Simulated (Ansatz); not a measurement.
Runs of Ansatz 0.2.0 on NaLaMnMoO6. Symmetry: Cm, No. 8, monoclinic system. The conventional cell has a = 9.445 Å, b = 5.474 Å, c = 5.485 Å, α = 90.00°, β = 125.39°, γ = 90.00°. Around Na (site symmetry m) lie 7 O at 2.42 to 2.76 Å. La (site symmetry m) is surrounded by 7 O at 2.43 to 2.76 Å. Mn (site symmetry m) has 6 O at 1.94 to 1.95 Å as nearest neighbours. Mo (site symmetry m) is surrounded by 6 O at 1.96 to 1.98 Å. O (site symmetry 1) has 1 Mn at 1.94 Å and 1 Mo at 1.97 Å as nearest neighbours. O (site symmetry m) has 1 Mn at 1.94 Å and 1 Mo at 1.96 Å as nearest neighbours. Around O (site symmetry m) lie 1 Mn at 1.95 Å and 1 Mo at 1.98 Å. O (site symmetry 1) is surrounded by 1 Mn at 1.94 Å and 1 Mo at 1.97 Å. The cell was built by a generator and needn't be a form met in nature.

```csv
task,level,cell,k mesh,cutoff (eV),target pressure (GPa),points for each segment of the path,mesh quality,gap on the mesh (eV),pressure (GPa),moment (μB),largest force (eV/Å)
relaxation of cell and atoms,PBE,relaxed to 2 GPa,5 × 5 × 5,420,2,-,not flagged,none,2.0,2.58,-
single point,PBE0,as given,3 × 3 × 3,420,-,-,coarse,none,-3.0,1.82,(c)
phonons,PBE,as given,4 × 4 × 4,420,-,-,not flagged,none,-,(b),-
band structure,PBE,as given,6 × 6 × 6,420,-,10,not flagged,none,(a),1.95,0.11
single point,r2SCANh,as given,3 × 3 × 3,500,-,-,coarse,none,-2.0,2.26,0.50
```

Alike in all rows: potentials or basis Ansatz PAW; spin collinear, ferromagnetic start; smearing fermi-dirac 0.05 eV.

Question: Fill in the values left out.

Answer: (a) 0.3; (b) 1.45; (c) 0.78.

Caveats: some runs use coarse meshes; a cell with one magnetic atom can't hold antiferromagnetic order, which such compounds often take; the starting moments weren't kept (some runs); semilocal functionals often make such compounds metallic where correlation or magnetic order opens a gap, which also shifts bond lengths (some runs); the magnetic or orbital state may not be the lowest (some runs); the PAW data sets come from PBE, with cores solved anew for the run's functional, which leaves a small shift of forces and pressure (some runs); the thresholds are loose for stress (some runs); the plane-wave basis is chosen anew once the cell has moved, so the energies of steps on either side of that aren't comparable (some runs).

A k mesh can miss the band edges, and the runs leave out spin-orbit coupling on La, Mo.

A gap of «none» marks a metal or a gap under the smearing width.
